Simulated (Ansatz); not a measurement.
**SiGe2: what a guessed cell relaxes into**

The task: take a trial cell of SiGe2 to zero force and stress.

Computed with Ansatz 0.2.0 (DFT PBE, scalar-relativistic, plane waves, PAW, unless a step's input says otherwise).

## Step 1: The system as given

It takes space group P-3m1 (No. 164, trigonal). Conventional cell: a = 3.996 Å, b = 3.996 Å, c = 9.787 Å, α = 90.00°, β = 90.00°, γ = 120.00°. Si (site symmetry 3m) has 4 Ge at 2.42 to 2.44 Å in its first shell of neighbours. Around Ge (site symmetry 3m) lie 1 Si at 2.42 Å and 3 Ge at 2.46 Å. Around Ge (site symmetry 3m) lie 3 Si at 2.44 Å and 1 Ge at 2.50 Å.

As a file:

```cif
data_structure
_symmetry_space_group_name_H-M 'P 1'
_symmetry_Int_Tables_number 1
_cell_length_a 3.9955
_cell_length_b 3.9955
_cell_length_c 9.7871
_cell_angle_alpha 90.000
_cell_angle_beta 90.000
_cell_angle_gamma 120.000
_cell_volume 135.31
loop_
_atom_site_label
_atom_site_type_symbol
_atom_site_fract_x
_atom_site_fract_y
_atom_site_fract_z
_atom_site_occupancy
Si1 Si 0.33333 0.66667 0.79149 1
Si2 Si 0.66667 0.33333 0.20850 1
Ge1 Ge 0.66667 0.33333 0.45588 1
Ge2 Ge 0.00000 0.00000 0.12762 1
Ge3 Ge 0.33333 0.66667 0.54412 1
Ge4 Ge 0.00000 0.00000 0.87238 1
```

The start is the relaxed end of an invented cell (made as: elements ordered on the sites of the Si type, Si/Ge on Si (P-3m1, No. 164)), taken up again for a closer look.

## Step 2: Probe: one point on a coarse mesh

input.yaml reads:

```yaml
crystal:
  lattice:
    - [3.9955313, 0.0, 0.0]
    - [-1.9977656, 3.4602316, 0.0]
    - [0.0, 0.0, 9.7871257]
  atoms:
    - { symbol: Si, position: [0.3333333, 0.6666667, 0.791495] }
    - { symbol: Si, position: [0.6666667, 0.3333333, 0.208505] }
    - { symbol: Ge, position: [0.6666667, 0.3333333, 0.455877] }
    - { symbol: Ge, position: [0.0, 0.0, 0.127624] }
    - { symbol: Ge, position: [0.3333333, 0.6666667, 0.544123] }
    - { symbol: Ge, position: [0.0, 0.0, 0.872376] }
basis:
  ecutwfc: 420
kpoints:
  mp_grid: { grid: [6, 6, 2] }
hamiltonian:
  xc: pbe
scf:
  occupations: { method: gaussian, width: 0.1 }
  lower_state_search: "off"
output:
  forces: true
  stress: true
  eigenvalues: true
```

The run is started by

```sh
$ ansatz run input.yaml --threads 4 --pin off --max-ram 8192MiB --backend cpu --events-out ev --progress --plain --runs-dir out
```

The session goes on with these runs: final relaxation.

Before running it: what results should come out? Wanted: conventional cell; volume; energy over the elements; gap on the mesh.

**Answer**, as computed:

```
                              quantity                                                                       value
symmetry at the end (tolerance 0.02 Å)                                                 space group P-3m1 (No. 164)
                     conventional cell  a = 3.996 Å, b = 3.996 Å, c = 9.787 Å, α = 90.00°, β = 90.00°, γ = 120.00°
                                volume                                                               22.55 Å³/atom
              energy over the elements                                                               +0.02 eV/atom
                       gap on the mesh                                                                     0.47 eV
```

What this shows: The space group P-3m1 (No. 164) is kept, at nearly the size of the first guess. The formation energy of this structure is too near zero to say whether it is bound against the elements. No finished test with a distortion of lower symmetry is shown, so the end may be a saddle point.
